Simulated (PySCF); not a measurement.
# CH7AsBP: the cost of one run

The runs use PySCF 2.14.0, with density-fitted response routines of our own; the level of theory stands in each step. All values are computed, except where a source is named. Atoms count from 0, in the outputs and in this text.

## 1. The molecule as given

11 atoms, charge 0, multiplicity 1; geometry from: GFN2-xTB. The atoms were then displaced at random by about 0.01 Å, so the start is not that level's minimum.

Bonds of the start (Å): C0–B1 1.59, B1–P2 1.89, B1–As3 2.05, C0–H4 1.11, C0–H5 1.09, C0–H6 1.07, P2–H7 1.40, P2–H8 1.38, As3–H9 1.48, As3–H10 1.48.

## 2. Optimising the geometry at PBE0-D3(BJ)/def2-SVP

What the job is given:

```
{"job": {"xc": "PBE0", "basis": "def2-SVP", "d3": "d3bj", "grid": 1, "shake": 0.01, "kind": "geom"}, "charge": 0, "multiplicity": 1}
C     -0.353490    -1.363240     0.522520
B     -0.007540     0.092770    -0.019500
P     -1.165400     0.985280    -1.219960
As     1.743160     1.002760     0.539410
H     -1.317030    -1.744920     0.127750
H     -0.448280    -1.312350     1.606810
H      0.420040    -2.065310     0.289790
H     -1.019320     2.275840    -0.697470
H     -2.376750     0.729640    -0.613740
H      2.584450    -0.188720     0.260570
H      1.978270     1.562410    -0.811830
```

The run is started by

```sh
OMP_NUM_THREADS=1 python probes_run.py task.json out
```

The driver reads the jobs from task.json and runs them one after another.

**Question.** How long does this first job take on 1 thread of AMD EPYC 9R45, shared host, and how much memory does it need?

About 15 s, with a peak of 0.47 GiB.
